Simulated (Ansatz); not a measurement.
**HfCO (singlet): the correlation ladder at a displaced geometry (v1), def2-SVP**

An exercise on one series of results from a longer session: the logs are not shown, and one member is left open.

Program: Ansatz 0.2.0, Gaussian basis. Level of theory: def2-SVP, core rule «outside noble gas», up to 6 orbitals frozen. These are calculated values, not measurements.

To be run: UHF; CCSD(T) on RHF; CCSD(T) on UHF; CISD; CCSDT(Q) on RHF; CASSCF and MRCISD+Q, 8 electrons in 8 orbitals; CASSCF and NEVPT2, 8 electrons in 8 orbitals.

7 further runs of the same task are left out: 5 that didn't finish, 2 set aside as unsound or not needed.

## The geometry

The geometry is a PBE0/def2-TZVP stationary point (not a proven minimum) with its atoms shifted at random (size 0.040 Å). No spin-orbit coupling is included. Elements past krypton take def2 core potentials.

3 atoms, charge 0, spin multiplicity 1.

Atoms are counted from 1 here; the program's logs count them from 0.

Bond lengths: Hf1–C2 2.097 Å, C2–O3 1.205 Å. Angles: Hf1–C2–O3 176.0°.

The first run:

File in.yaml:

```yaml
crystal:
  periodic: [false, false, false]
  atoms:
    - {symbol: Hf, position_ang: [-0.015433, -0.009008, 1.798941]}
    - {symbol: C, position_ang: [-0.016266, -0.025151, -0.298308]}
    - {symbol: O, position_ang: [0.031698, 0.034159, -1.500633]}
basis:
  gaussian: {orbitals: def2-SVP}
magnetization: {spin_polarized: true, initial_magnetization: 0}
hamiltonian: {xc: hf}
output: {orbitals: {seedname: orbitals}}
```

On the command line:

```bash
ansatz run in.yaml --threads 1 --pin off --events-out ev --progress --plain --max-ram 2393MiB
```

Steps of the session up to this table: UHF; CCSD(T) on RHF; CCSD(T) on UHF; CISD; CCSDT(Q) on RHF; CASSCF and MRCISD+Q, 8 electrons in 8 orbitals; CASSCF and NEVPT2, 8 electrons in 8 orbitals.

One of the session's tables, all rows but one given; the rest of the session is left out.

It belongs to the step «Misses and costs». 

| method | from RCCSDT(Q) (meV) |
| --- | --- |
| RHF | ? |
| UHF | +10540.0 |
| RMP2 | +1079.2 |
| UMP2 | +773.8 |
| RCCSD | +720.4 |
| UCCSD | +374.7 |
| RCCSD(T) | +155.1 |
| UCCSD(T) | -150.6 |
| RCCSDT | +90.3 |
| RCCSDT(Q) | 0 |

Q: Estimate the row for RHF from the others.

As computed: from RCCSDT(Q) (meV): +11351.0. In the column «from RCCSDT(Q) (meV)» it is the highest.

Not comparable, so not listed: CISD (they don't share determinant, frozen orbitals or solution with the rows shown, or repeat one).

Left out of the table: CASSCF frontier, NEVPT2 frontier, MRCISD frontier, MRCISD+Q frontier (the active space lost an orbital or holds another state than full CI finds).

Caveats from the session: The determinant is far from a pure spin state, so its energy mixes those of several spin states (harmless only where they are near-degenerate, as at dissociation). The program flags UCCSD(T) as in doubt, so those rows may rest on another solution; read them beside their warnings. Warnings: restricted reference is unstable; spin contamination; coupled cluster took another determinant than the lowest; large T1 diagnostic. Restricted and unrestricted rows rest on different reference determinants; where their highest levels disagree by more than a few hundredths of an eV, they describe different states and don't form one ladder. Warnings in the runs' records: passed over end.
